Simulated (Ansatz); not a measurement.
Runs of Ansatz 0.2.0 on CsLiCr2Te2S3. It takes space group Cm (No. 8, monoclinic). Conventional cell: a = 6.843 Å, b = 10.361 Å, c = 7.978 Å, α = 90.00°, β = 111.21°, γ = 90.00°. Cs (site symmetry m) is surrounded by 5 S at 3.58 to 3.92 Å and 1 Li at 4.01 Å. Li (site symmetry m) has 3 S at 2.42 to 2.56 Å as nearest neighbours. Cr (site symmetry 1) is surrounded by 3 S at 2.20 to 2.25 Å and 1 Te at 2.51 Å. Around Te (site symmetry 1) lie 1 Cr at 2.51 Å. S (site symmetry 1) has 2 Cr at 2.24 to 2.25 Å and 1 Li at 2.56 Å as nearest neighbours. S (site symmetry m) is surrounded by 2 Cr at 2.20 Å and 1 Li at 2.42 Å. The cell was built by a generator and needn't be a form met in nature.

```tsv
task	level	cell	k mesh	points for each segment of the path	gap on the mesh (eV)	pressure (GPa)	moment (μB)	relaxed volume (Å³/atom)	largest force (eV/Å)
relaxation of cell and atoms	PBEsol	relaxed	4 × 4 × 3	-	none	0.0	(b)	25.62	-
relaxation of cell and atoms	revPBE	relaxed	4 × 4 × 3	-	none	0.0	4.02	32.18	0.01
band structure	revPBE	as given	5 × 5 × 4	10	none	1.3	4.01	-	0.13
band structure	PBEsol	as given	5 × 5 × 4	10	none	(a)	4.01	-	0.29
```

Alike in all rows: potentials or basis Ansatz PAW; spin collinear, ferromagnetic start; cutoff (eV) 420; smearing fermi-dirac 0.05 eV.

Fill in the values left out.

(a) -2.1; (b) 5.04.

Caveats: only a ferromagnetic start was run, and an antiferromagnetic order may lie lower in energy; the PAW data sets come from PBE, with cores solved anew for the run's functional, which leaves a small shift of forces and pressure; the plane-wave basis is chosen anew once the cell has moved, so the energies of steps on either side of that aren't comparable (some runs); spin-orbit coupling is left out, which moves the levels of the heavy elements (some runs).

A k mesh can miss the band edges, and the runs leave out spin-orbit coupling on Cs, Te.

A gap of «none» marks a metal or a gap under the smearing width.

Runs at the PBE level aren't shown here.
